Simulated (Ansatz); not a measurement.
**C2H6IIn: a ladder of functionals and wavefunction methods**

Aim: compute C2H6IIn with functionals from several rungs and with coupled cluster, and see how far each lands from CCSD(T) at the basis-set limit for the atomisation energy.

The runs use Ansatz 0.2.0, Gaussian basis; functionals in def2-TZVPP, the program's frozen cores in correlated methods.

Levels to be run: LDA (SPW92), PBE-D4, revPBE-D4, BLYP-D4, r2SCAN-D4, B97M-V, PBE0-D4, B3LYP-D4, r2SCANh-D4, r2SCAN0-D4, HSE06-D4, BHLYP-D4, CAM-B3LYP-D4, LC-ωPBE, ωB97X-V, ωB97M-V, B2PLYP, PBE-QIDH; CCSD(T)/def2-SVP; CCSD(T)/def2-TZVPP; MP2/def2-QZVPP; extrapolation to the limit; RPA on PBE.

### Step 1. The relaxed structure

All runs share one geometry, relaxed beforehand with PBE0-D4 in a triple-zeta def2 set. In, I take the def2 core potential; no spin-orbit term is included.

SMILES `[CH3][In]([CH3])[I]`, 10 atoms, charge 0, spin multiplicity 1.

Atoms are counted from 1 here; the program's logs count them from 0.

Bond lengths: C1–In2 2.139 Å, C1–H5 1.090 Å, C1–H6 1.090 Å, C1–H7 1.092 Å, In2–C3 2.139 Å, In2–I4 2.705 Å, C3–H8 1.091 Å, C3–H9 1.090 Å, C3–H10 1.090 Å. Angles: In2–C1–H5 111.7°, In2–C1–H6 109.0°, In2–C1–H7 108.7°, H5–C1–H6 109.9°, H5–C1–H7 109.2°, H6–C1–H7 108.4°, C1–In2–C3 136.7°, C1–In2–I4 111.7°, C3–In2–I4 111.6°, In2–C3–H8 108.6°, In2–C3–H9 108.9°, In2–C3–H10 111.7°, H8–C3–H9 108.3°, H8–C3–H10 109.2°, H9–C3–H10 109.9°.

### Step 2. LDA

This LDA is Slater exchange with PW92 correlation.

in.yaml reads:

```yaml
crystal:
  periodic: [false, false, false]
  atoms:
    - {symbol: C, position_ang: [-0.587474, 1.811348, -0.653023]}
    - {symbol: In, position_ang: [-0.265711, -0.259185, -0.220933]}
    - {symbol: C, position_ang: [1.073365, -1.406116, 0.990946]}
    - {symbol: I, position_ang: [-2.029850, -1.840449, -1.526763]}
    - {symbol: H, position_ang: [0.261594, 2.422621, -0.347810]}
    - {symbol: H, position_ang: [-0.763206, 1.926955, -1.722522]}
    - {symbol: H, position_ang: [-1.479585, 2.144717, -0.119682]}
    - {symbol: H, position_ang: [0.525224, -1.782156, 1.856617]}
    - {symbol: H, position_ang: [1.429842, -2.259263, 0.413599]}
    - {symbol: H, position_ang: [1.919002, -0.809572, 1.332571]}
basis:
  gaussian: {orbitals: def2-TZVPP}
hamiltonian: {xc: lda}
output: {orbitals: {seedname: orbitals}}
```

Launch:

```console
$ ansatz run in.yaml --threads 4 --pin off --events-out ev --progress --plain --max-ram 10444MiB
```

After this run come: PBE-D4 (GGA); revPBE-D4 (GGA); BLYP-D4 (GGA); r2SCAN-D4 (meta-GGA); B97M-V (meta-GGA); PBE0-D4 (hybrid); B3LYP-D4 (hybrid); r2SCANh-D4 (hybrid); r2SCAN0-D4 (hybrid); HSE06-D4 (hybrid); BHLYP-D4 (hybrid); CAM-B3LYP-D4 (range-separated); LC-ωPBE (range-separated); ωB97X-V (range-separated); ωB97M-V (range-separated); B2PLYP (double hybrid); PBE-QIDH (double hybrid); CCSD(T) in def2-SVP; CCSD(T) in def2-TZVPP; MP2 in def2-QZVPP; RPA on PBE orbitals.

**Question.** What will the summary of the whole plan be? Wanted: atomisation energy, CCSD(T)/CBS; farthest beyond LDA; mean size of error, GGA; mean size of error, meta-GGA; mean size of error, hybrid; mean size of error, range-separated; mean size of error, double hybrid; gap, smallest and largest; T1 diagnostic.

The runs gave:

| quantity | value |
| --- | --- |
| atomisation energy, CCSD(T)/CBS | 788.0 kcal/mol |
| functionals within 7.9 kcal/mol (1.0 %) | PBE-D4, r2SCAN-D4, B97M-V, PBE0-D4, r2SCANh-D4, HSE06-D4, CAM-B3LYP-D4, ωB97X-V, ωB97M-V, PBE-QIDH |
| farthest beyond LDA | BHLYP-D4 (-23.0 kcal/mol) |
| mean size of error, GGA | 12.2 kcal/mol |
| mean size of error, meta-GGA | 5.4 kcal/mol |
| mean size of error, hybrid | 9.6 kcal/mol |
| mean size of error, range-separated | 6.3 kcal/mol |
| mean size of error, double hybrid | 10.9 kcal/mol |
| gap, smallest and largest | 3.63 eV (BLYP-D4), 10.01 eV (LC-ωPBE) |
| T1 diagnostic | 0.0106 |
| triples share of the correlation energy | 2.9 % |

LDA overbinds by 93.5 kcal/mol (12 %). PBE-D4 is off by +1.6 kcal/mol. Double hybrids carry the basis error of their MP2 part in triple zeta, and no dispersion term here, so their miss is partly the set-up's. The rungs meta-GGA, range-separated miss on average by less than the doubt on the reference (7.9 kcal/mol), so they tie. The reference freezes the cores and leaves out spin-orbit coupling and excitations past (T), and its outer-core shells are covered unevenly, so misses under about 7.9 kcal/mol can't be ranked. All levels share the lack of spin-orbit coupling, which lowers the free heavy atoms and so the true binding. Hartree-Fock recovers 75 % of the binding; the rest is correlation. CCSD(T) in def2-SVP is off by -44.7 kcal/mol, which most functionals beat. Orbital gaps span 3.6 to 10.0 eV; exact exchange widens them. Correlated methods include outer-core shells of I, In, which these sets cover unevenly.
